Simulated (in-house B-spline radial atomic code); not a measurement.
**Lu¹⁶⁺: a test of the spline order**

Aim: see how the result and the number of iterations for Lu¹⁶⁺ depend on the spline order.

Method: scalar-relativistic (spin-free one-electron X2C) exchange-only LDA (Slater), spin-polarised, spherical fractional occupations, Fermi nucleus, basis-set limit. Code: in-house B-spline radial atomic code version 1.

### 1 The system

```
element       : lutetium (Z = 71)
charge        : +16
electrons     : 55
configuration : [Kr] 4d10 4f9
Hamiltonian   : scalar-relativistic (X2C)
nucleus       : Fermi, rms radius 5.370 fm
```

The outer shells:

[Kr] 4d10 4f9
```
[Kr] core
4d [↑↓][↑↓][↑↓][↑↓][↑↓]
4f [↑↓][↑↓][↑ ][↑ ][↑ ][↑ ][↑ ]
```

Where spins are not typed, each open shell is filled with up spins first.

A run counts as converged when the orbital gradient is under the tolerance times 71 hartree (or under the basis's noise floor) and the energy moved by less than 1e-8 hartree times the root of its size. Energy differences under 4e-05 hartree are noise.

Settings of the run:

```ini
Z = 71
electrons = 55.0
configuration = [Kr] 4d10 4f9
hamiltonian = x2c
method = lda,
spin_polarised = True
nucleus = fermi
rms_radius = 5.37
mass_number = 175
atomic_mass = 174.940777211
speed_of_light = 137.035999084
knot_spacing = 0.22
spline_order = 8
gauss_points = 12
box_radius = 3.59
max_iterations = 70
damping = 0.5
damped_steps = 3
diis_vectors = 10
tolerance = 1e-08
start = Thomas-Fermi
```

The reference is known from an earlier run: -14457.421448 hartree in all. Up to eight levels, counted from the top:

```csv
orbital,occupation,energy (eV),<r> (bohr)
4s up,1,-843.01,0.4721
4s down,1,-836.43,0.4724
4p up,3,-715.74,0.4973
4p down,3,-709.31,0.4977
4d up,5,-546.01,0.5254
4d down,5,-539.72,0.5262
4f up,7,-357.13,0.5586
4f down,2,-350.72,0.5615
```

### 2 Spline order 3

Settings of the run:

```ini
Z = 71
electrons = 55.0
configuration = [Kr] 4d10 4f9
hamiltonian = x2c
method = lda,
spin_polarised = True
nucleus = fermi
rms_radius = 5.37
mass_number = 175
atomic_mass = 174.940777211
speed_of_light = 137.035999084
knot_spacing = 0.22
spline_order = 3
gauss_points = 12
box_radius = 3.59
max_iterations = 70
damping = 0.5
damped_steps = 3
diis_vectors = 10
tolerance = 1e-08
start = Thomas-Fermi
```

Launch:

```
$ python run_scf.py task.json out
```

task.json lists these runs, among others, and the program works through them in turn.

### 3 Spline order 4

Settings: those of step 2 with these lines changed.

```diff
@@ -12,3 +12,3 @@
 knot_spacing = 0.22
-spline_order = 3
+spline_order = 4
 gauss_points = 12
```

### 4 Spline order 5

Settings: those of step 3 with these lines changed.

```diff
@@ -12,3 +12,3 @@
 knot_spacing = 0.22
-spline_order = 4
+spline_order = 5
 gauss_points = 12
```

### 5 Spline order 6

Settings: those of step 4 with these lines changed.

```diff
@@ -12,3 +12,3 @@
 knot_spacing = 0.22
-spline_order = 5
+spline_order = 6
 gauss_points = 12
```

### 6 Spline order 7

Settings: those of step 5 with these lines changed.

```diff
@@ -12,3 +12,3 @@
 knot_spacing = 0.22
-spline_order = 6
+spline_order = 7
 gauss_points = 12
```

### 7 Spline order 10

Settings: those of step 6 with these lines changed.

```diff
@@ -12,3 +12,3 @@
 knot_spacing = 0.22
-spline_order = 7
+spline_order = 10
 gauss_points = 12
```

**Question.** Which of these runs converge to the reference energy, which miss it and by about how much, and which fail?

The runs gave:

| run | outcome | iterations | energy less the reference (hartree) |
| --- | --- | --- | --- |
| reference | converged | 9 | 0 |
| spline order 3 | converged | 9 | +0.49 |
| spline order 4 | converged | 9 | +0.0098 |
| spline order 5 | converged | 9 | +0.000358 |
| spline order 6 | converged | 9 | below noise |
| spline order 7 | converged | 9 | below noise |
| spline order 10 | converged | 9 | below noise |

Of 6 changed inputs, 3 gave the reference energy within 4e-05 hartree and 3 converged to another value. The worst converged miss is +0.49 hartree (spline order 3): splines of so low an order are too stiff.
